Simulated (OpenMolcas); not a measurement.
# Nb³⁺ with 4 ligands (chloride): CASSCF and CASPT2 levels and susceptibility

Which state of Nb³⁺ lies lowest among these ligands, how large is the field, and what χT follows?

Method: state-averaged CASSCF and CASPT2, spin-orbit coupling by RASSI with atomic mean-field integrals. Code: OpenMolcas 26.06.

## (1) The atom as given

```
Species                           : Nb³⁺ (niobium, Z = 41, 38 electrons)
Basis                             : ANO-RCC-VDZP [6s5p3d1f], 115 functions with the ligands
Scalar Hamiltonian                : DKH2, point nucleus
Inactive shells                   : 1s 2s 2p 3s 3p 3d 4s 4p of the metal, and all ligand shells
Active space                      : 2 electrons in 5 orbitals (4d)
Some configurations of this space : 4d2
Orbitals                          : optimised for each spin and parity, averaged over all roots
```

The outer shells:

4d2
```
4d [↑ ][↑ ][  ][  ][  ]
```

Nb³⁺ is taken with 4 ligands (chloride) in tetrahedron coordination (Td) at 2.35 Å. A charge of +0.25 e stands 2.8 Å behind each ligand. Ligand basis ANO-RCC-VDZP. The distances are assumed, not relaxed.

```xyz
5

Nb    0.0000    0.0000    0.0000
Cl    1.3568    1.3568    1.3568
Cl    1.3568   -1.3568   -1.3568
Cl   -1.3568    1.3568   -1.3568
Cl   -1.3568   -1.3568    1.3568
```

Each step is its own input file, run in one work folder so that later steps find the files of earlier ones. Labels, J, g values, rates, χT and fits are worked out afterwards by a script from the matrices that RASSI stores.

## (2) GATEWAY and SEWARD: basis and integrals

a.inp

```
&GATEWAY
Coord
5

Nb 0.0 0.0 0.0
Cl 1.356773 1.356773 1.356773
Cl 1.356773 -1.356773 -1.356773
Cl -1.356773 1.356773 -1.356773
Cl -1.356773 -1.356773 1.356773
Basis=Nb.ANO-RCC-VDZP,Cl.ANO-RCC-VDZP
Group=NoSym
NoMove
AngMom=0.0 0.0 0.0
AMFI
RICD
XField
4 Angstrom 0
2.973354 2.973354 2.973354 0.250000
2.973354 -2.973354 -2.973354 0.250000
-2.973354 2.973354 -2.973354 0.250000
-2.973354 -2.973354 2.973354 0.250000
&SEWARD
```

Run with:

```bash
$ OMP_NUM_THREADS=1 MOLCAS_MEM=2457 MOLCAS_PROJECT=a pymolcas a.inp > a.log
```

## (3) CASSCF: triplets, 10 roots

a.inp

```
&RASSCF
FileOrb=start.orb
Symmetry=1
Spin=3
nActEl=2 0 0
Inactive=54
Ras2=5
CIRoot=10 10 1
SDav=10
CIMx=300
Iter=150 100
PrWF=0.3
OrbListing=Nothing
MaxOrb=0
LevShft=1.0
>>> COPY $Project.JobIph JOB001
```

start.orb holds start orbitals that the driver prepared beforehand, or those of the step before.

## (4) Reference wave functions, singlets, 15 roots

a.inp

```
&RASSCF
FileOrb=start.orb
Symmetry=1
Spin=1
nActEl=2 0 0
Inactive=54
Ras2=5
CIRoot=15 15 1
SDav=15
CIMx=300
Iter=150 100
PrWF=0.3
OrbListing=Nothing
MaxOrb=0
LevShft=1.0
>>> COPY $Project.JobIph JOB002
```

## (5) RASSI: spin-orbit coupling between the states

a.inp

```
&RASSI
NrOfJobIphs=2 10 15
1 2 3 4 5 6 7 8 9 10
1 2 3 4 5 6 7 8 9 10 11 12 13 14 15
IphNames
JOB001
JOB002
EJob
SpinOrbit
DIPRint=1.0
SOCoupling=1000.0
Subsets=2
Property=9
'ANGMOM' 1 'ANGMOM' 2 'ANGMOM' 3 'MLTPL  1' 1 'MLTPL  1' 2 'MLTPL  1' 3
'AMFI' 1 'AMFI' 2 'AMFI' 3
SOProperty=3
'ANGMOM' 1 'ANGMOM' 2 'ANGMOM' 3
```

## (6) CASPT2: IPEA 0.25, imaginary shift 0.1 (closed shells correlated: 4s 4p of the metal, with ligand shells; the Frozen line counts the rest)

a.inp

```
>>> COPY JOB001 $Project.JobIph
&CASPT2
Multistate=10 1 2 3 4 5 6 7 8 9 10
NoMult
Frozen=34
IPEA=0.25
Imaginary=0.1
MaxIter=60
WThr=0.0 0.3 0.05
PrWF=0.5
NoMix
>>> COPY JOB002 $Project.JobIph
&CASPT2
Multistate=15 1 2 3 4 5 6 7 8 9 10 11 12 13 14 15
NoMult
Frozen=34
IPEA=0.25
Imaginary=0.1
MaxIter=60
WThr=0.0 0.3 0.05
PrWF=0.5
NoMix
```

(Steps that only read results are left out.)

**Question.** What will these runs give? Wanted: spin-free ground state; first state of the same spin within the active space; lowest level; next level.

As calculated:

```
                                            quantity                                                                                                                                          value
                                              method  SS-CASPT2, IPEA 0.25, imaginary shift 0.1 (closed shells correlated: 4s 4p of the metal, with ligand shells; the Frozen line counts the rest)
                              spin-free ground state                                                                                                                3A2, 1-fold in its orbital part
first state of the same spin within the active space                                                                                                                               3T2 at 7690 cm⁻¹
                                        lowest level                                                                                                                                      3-fold T2
                                          next level                                                                                                                                    6354.0 cm⁻¹
                                         χT at 300 K                                                                                                                                 0.85 cm³ K/mol
                           effective moment at 300 K                                                                                                                                        2.60 μB
```

Cost by method:

```tsv
method	time of its own steps	time with the reference
A. CASSCF	31 s	31 s
B. SS-CASPT2, IPEA 0.25, imaginary shift 0.1, +4s 4p	88 s	2 min
```

Times are of one thread on a shared host.

**Reading.** The spin-free ground state (3A2) is 1-fold and keeps the highest spin of the shell. χT at 300 K is 0.85, against 1.00 cm³ K/mol for the spin alone, so spin-orbit coupling lowers it. A ligand-field fit to the states below 45000 cm-1 gives 10Dq = -7534 cm-1, B = 466 cm-1 and C = 1463 cm-1 (C/B = 3.14), with a deviation of 420 cm-1. CASPT2 does not keep the components of a term degenerate, and the means are used.
